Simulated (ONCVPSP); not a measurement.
# An ONCV potential for lutetium, from input to tests

Aim: build the potential from the settings below, then test how well it stands in for the atom: other configurations, scattering, ghost states and the plane-wave cutoff that it needs.

Program: ONCVPSP 4.0.1.1 (patched build). Reference atom: PBE, scalar-relativistic, spherical and spin-unpolarised. All values are calculated.

### Step 1. The atom and the settings

Typed settings, in words:

- element: lutetium (Lu, Z = 71)
- type: optimised norm-conserving Vanderbilt (ONCV)
- frozen core: [Xe]
- valence charge: 17
- reference configuration: 4f14 5d1 6s2
- partial waves: 6s: rc 2.70 bohr, ncon 4, nbas 8, qcut 2 1/bohr, 2 projectors, debl 2.9 Ha; p scattering state at 0.23 Ha: rc 2.65 bohr, ncon 4, nbas 8, qcut 3.2 1/bohr, 2 projectors, debl 3.3 Ha; 5d: rc 3.05 bohr, ncon 4, nbas 9, qcut 4.7 1/bohr, 2 projectors, debl 0.3 Ha; 4f: rc 1.15 bohr, ncon 3, nbas 8, qcut 16.1 1/bohr, 3 projectors, debl 2.9 Ha
- local potential: polynomial inside 1.00 bohr (lpopt 5, dvloc0 3 Ha)
- core correction: Teter function fitted to the true core (icmod 2), fcfact 0.4

The nodes and maxima of the atom's own shells, from an earlier all-electron run, set the scale for the radii.

All-electron outer shells of the reference configuration (PBE, scalar-relativistic, ld1.x):

| shell | level (eV) | outermost node (bohr) | outermost maximum (bohr) |
| --- | --- | --- | --- |
| 5p | -31.66 | 0.61 | 1.19 |
| 4f | -9.62 | – | 0.47 |
| 6s | -4.66 | 1.41 | 3.08 |
| 5d | -1.75 | 0.68 | 1.84 |
| 6p | -1.34 | 1.73 | 4.26 |

### Step 2. Generating the potential

Lu.dat reads:

```
# ATOM AND REFERENCE CONFIGURATION
# atsym  z   nc   nv     iexc    psfile
  Lu 71.00   11    3        4      upf
#
#   n    l    f
    1    0    2.00
    2    0    2.00
    2    1    6.00
    3    0    2.00
    3    1    6.00
    3    2   10.00
    4    0    2.00
    4    1    6.00
    4    2   10.00
    5    0    2.00
    5    1    6.00
    4    3   14.00
    5    2    1.00
    6    0    2.00
#
# PSEUDOPOTENTIAL AND OPTIMIZATION
# lmax
    3
#
#   l,   rc,      ep,       ncon, nbas, qcut
    0    2.70    0.00    4    8    2.00
    1    2.65    0.23    4    8    3.20
    2    3.05    0.00    4    9    4.70
    3    1.15    0.00    3    8   16.10
#
# LOCAL POTENTIAL
# lloc, lpopt,  rc(5),   dvloc0
    4    5    1.00    3.00
#
# VANDERBILT-KLEINMAN-BYLANDER PROJECTORs
# l, nproj, debl
    0    2    2.90
    1    2    3.30
    2    2    0.30
    3    3    2.90
#
# MODEL CORE CHARGE
# icmod, fcfact, rcfact
    2    0.40    1.00
#
# LOG DERIVATIVE ANALYSIS
# epsh1, epsh2, depsh
   -2.00    5.00    0.02
#
# OUTPUT GRID
# rlmax, drl
    6.00    0.01
#
# TEST CONFIGURATIONS
# ncnf
    4
# nvcnf
#   n    l    f
    3
    4    3   14.00
    5    2    1.00
    6    0    1.00
#
    3
    4    3   14.00
    5    2    1.00
    6    0    0.00
#
    3
    4    3   14.00
    5    2    0.00
    6    0    0.00
#
    4
    4    3   14.00
    5    2    1.00
    6    0    0.00
    6    1    2.00
#
```

On the command line:

```sh
$ oncvpsp.x < Lu.dat > Lu.out
```

**Question.** What will these runs give? Wanted: cutoffs for 1 and 0.1 mHa per electron, occupied waves; bound ghosts; GHOST(+) flags; largest test error; largest phase difference near zero energy, channels read; rms error of d²Exc/dn², without and with the model core.

**Answer**, as computed:

```
                                                quantity                                          value
  cutoffs for 1 and 0.1 mHa per electron, occupied waves                              105 Ha and 114 Ha
                                            bound ghosts                s at -179.77 eV, p at -45.38 eV
                                          GHOST(+) flags                        s at 63 eV, p at 116 eV
                            largest test error (AE − PS)  -2.2 meV, for 4f14 5d1 6s0 (2 tests unsolved)
largest phase difference near zero energy, channels read                                      0.046 rad
 rms error of d²Exc/dn², without and with the model core                              7.93 and 6.53 mHa
```

**Reading.** A bound ghost (s, p) makes it unfit for use: electrons can fall into a state that the atom doesn't have. By total energies transferability is very good where solved: the largest error is 2.2 meV on 20.6 eV, for 4f14 5d1 6s0. Atomic tests can pass in spite of a ghost, since they solve only for the levels asked. Of the tests 2 gave no usable energy difference, which is a warning in itself. By its cutoff, 105 Ha for the looser tolerance, it is very hard. At the looser tolerance the 4f wave is the slowest; 5d needs 8 Ha. Near zero energy the largest phase difference among the channels read is 0.05 rad, in the p channel. The program also flags highly localised states, GHOST(+) (s, p). All of this concerns the isolated atom, not yet a solid.
